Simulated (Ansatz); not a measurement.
# H6SiSn: the cost of one run

The runs use Ansatz 0.2.0, Gaussian basis; PBE0-D4/def2-TZVP structures, single points in def2-TZVPP, no counterpoise correction.

Levels: SPW92, PBE-D4, BLYP-D4, r2SCAN-D4, B97M-V, PBE0-D4, B3LYP-D4, r2SCAN0-D4, BHLYP-D4, CAM-B3LYP-D4, wB97X-V, wB97M-V, B2PLYP, PBE-QIDH, RPA on PBE, Hartree-Fock, MP2, CCSD, CCSD(T).

Correlated methods freeze the cores. Filled d shells of the heavier atoms are correlated. Core potentials replace the inner electrons past krypton, and spin-orbit coupling is left out. B3LYP uses VWN-RPA correlation. B2PLYP carries no dispersion term here.

88 further runs of the same task are left out: 88 set aside as unsound or not needed.

## (1) Starting geometry

The complex: 11 atoms, charge 0, spin multiplicity 1.

Atoms are counted from 1 here; the program's logs count them from 0.

Bond lengths: Sn1–Si2 2.561 Å, Sn1–H3 1.713 Å, Sn1–H4 1.705 Å, Sn1–H5 1.707 Å, Si2–H8 1.486 Å, Si2–H9 1.488 Å, Si2–H10 1.487 Å, H6–S7 1.341 Å, S7–H11 1.341 Å. Angles: Si2–Sn1–H3 108.8°, Si2–Sn1–H4 111.9°, Si2–Sn1–H5 111.6°, H3–Sn1–H4 107.8°, H3–Sn1–H5 107.4°, H4–Sn1–H5 109.2°, Sn1–Si2–H8 111.7°, Sn1–Si2–H9 109.9°, Sn1–Si2–H10 110.0°, H8–Si2–H9 108.4°, H8–Si2–H10 108.4°, H9–Si2–H10 108.3°, H6–S7–H11 92.4°.

Coordinates:

```xyz
11
charge 0, multiplicity 1
Sn   -1.0801   -0.6747   -0.9828
Si    1.0567   -1.2994    0.2823
H    -1.4821   -1.9528   -2.0506
H    -2.3993   -0.4423    0.0713
H    -0.8631    0.7296   -1.9284
H     0.5134    2.3184    1.8686
S    -0.5185    2.6031    1.0602
H     1.3855   -0.2988    1.3312
H     2.2015   -1.3808   -0.6643
H     0.8927   -2.6266    0.9336
H     0.2933    3.0243    0.0791
```

Its parts: SiSnH₆ holds atoms 1, 2, 3, 4, 5, 8, 9, 10; H₂S holds atoms 6, 7, 11. Each part counts its atoms afresh in its own runs.

## (2) Relaxing SiSnH₆ alone

relax-a/in.yaml

```yaml
crystal:
  periodic: [false, false, false]
  atoms:
    - {symbol: Sn, position_ang: [-1.080108, -0.674684, -0.982797]}
    - {symbol: Si, position_ang: [1.056698, -1.299356, 0.282324]}
    - {symbol: H, position_ang: [-1.482108, -1.952755, -2.050622]}
    - {symbol: H, position_ang: [-2.399305, -0.442301, 0.071266]}
    - {symbol: H, position_ang: [-0.863075, 0.729609, -1.928372]}
    - {symbol: H, position_ang: [1.385477, -0.298756, 1.331241]}
    - {symbol: H, position_ang: [2.201493, -1.380832, -0.664331]}
    - {symbol: H, position_ang: [0.892720, -2.626581, 0.933557]}
basis:
  gaussian: {orbitals: def2-TZVP}
hamiltonian: {xc: pbe0, dispersion: d4}
relax: {f_tol: 0.005, max_steps: 200}
```

Started as:

```console
ansatz run in.yaml --threads 4 --pin off --events-out ev --progress --plain --max-ram 9574MiB
```

Q: Estimate wall time and peak memory on 4 threads of Intel Xeon at 2.50GHz, shared host.

About 22 s, with a peak of 0.55 GiB.
